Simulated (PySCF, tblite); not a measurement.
**C6H9BCl2O: geometry, infrared bands and NMR shifts**

What infrared bands and NMR shifts should C6H9BCl2O (`CCOB[C@@H]1C(Cl)=C1CCl`) show?

Programs: tblite 0.8.0 and PySCF 2.14.0, with density-fitted response routines of our own. Each step states its level of theory. These are calculated values for one molecule in the gas phase, unless marked as measured. Atoms count from 0, in the outputs and in this text.

### Step 1. The molecule as given

19 atoms, charge 0, multiplicity 1; geometry from: force field or distance geometry start.

Bonds of the start (Å): C0–C1 1.50, C1–O2 1.40, O2–B3 1.47, B3–C4 1.59, C4–C5 1.50, C5–Cl6 1.76, C5–C7 1.35, C7–C8 1.51, C8–Cl9 1.78, C7–C4 1.49, C0–H10 1.13, C0–H11 1.12, C0–H12 1.11, C1–H13 1.12, C1–H14 1.10, B3–H15 1.18, C4–H16 1.10, C8–H17 1.12, C8–H18 1.10.

### Step 2. Relaxing the molecule with GFN2-xTB

Job settings and geometry (Å):

```
{"job": {"kind": "relax", "xc": "GFN2-xTB", "basis": "xTB"}, "charge": 0, "multiplicity": 1}
C     -3.776800    -0.061600    -0.434700
C     -2.315800    -0.164000    -0.744000
O     -1.490100     0.394900     0.241000
B     -0.085100     0.238700    -0.171500
C      1.088200     0.277300     0.897100
C      2.099600     1.335900     0.576800
Cl     2.508100     3.048000     0.463700
C      2.495900     0.054000     0.451700
C      3.583500    -0.925100     0.097900
Cl     3.112700    -1.967800    -1.262000
H     -4.179500     0.906000    -0.863600
H     -3.965800    -0.122000     0.671400
H     -4.301400    -0.903900    -0.923600
H     -2.031600    -1.240500    -0.814800
H     -2.123500     0.327900    -1.712200
H      0.146100     0.703900    -1.226700
H      0.867800     0.088800     1.962700
H      3.838400    -1.564400     0.986700
H      4.519600    -0.416900    -0.188100
```

Command:

```sh
OMP_NUM_THREADS=1 python probes_run.py task.json out
```

One launch serves the whole session: the jobs run in the order shown.

**Question.** This job is followed by: GFN2-xTB harmonic vibrations, gas phase; GIAO PBE0/pcSseg-1 NMR shielding, non-relativistic, gas phase. Predict these results of the whole session: strongest single infrared mode (GFN2-xTB); zero-point energy (GFN2-xTB); ¹³C shifts against TMS (PBE0/pcSseg-1); ¹H shifts against TMS (PBE0/pcSseg-1, means over atoms taken as alike); ¹⁷O shifts against H2O (PBE0/pcSseg-1); ¹¹B shifts against BF3·OEt2 (PBE0/pcSseg-1); ³⁵Cl shifts against HCl (PBE0/pcSseg-1).

As calculated:

```
                                                              quantity                                         value
                             strongest single infrared mode (GFN2-xTB)                         1361 cm⁻¹, 320 km/mol
                                          zero-point energy (GFN2-xTB)                                 86.4 kcal/mol
                                ¹³C shifts against TMS (PBE0/pcSseg-1)      130.8, 114.0, 72.7, 41.6, 31.6, 21.2 ppm
¹H shifts against TMS (PBE0/pcSseg-1, means over atoms taken as alike)  4.85, 4.84, 4.52, 4.36, 4.25, 1.51, 1.35 ppm
                                ¹⁷O shifts against H2O (PBE0/pcSseg-1)                                     218.6 ppm
                           ¹¹B shifts against BF3·OEt2 (PBE0/pcSseg-1)                                      45.6 ppm
                               ³⁵Cl shifts against HCl (PBE0/pcSseg-1)                                  187, 132 ppm
```

**Reading.** Relaxing lowered the energy by 1.347 eV in 151 steps; the close pair that moved most is O2–B3, from 1.473 to 1.327 Å. No mode is imaginary among the 51: a minimum at this level. The strongest single mode, at 1361 cm⁻¹, is carried by B3, O2, H13, H16. Unscaled tight-binding wavenumbers are off by several per cent, some by more. Its intensities can rank the bands wrongly. At PBE0/pcSseg-1: The largest span, 493 ppm, is at Cl9, where the paramagnetic term is -330 ppm.
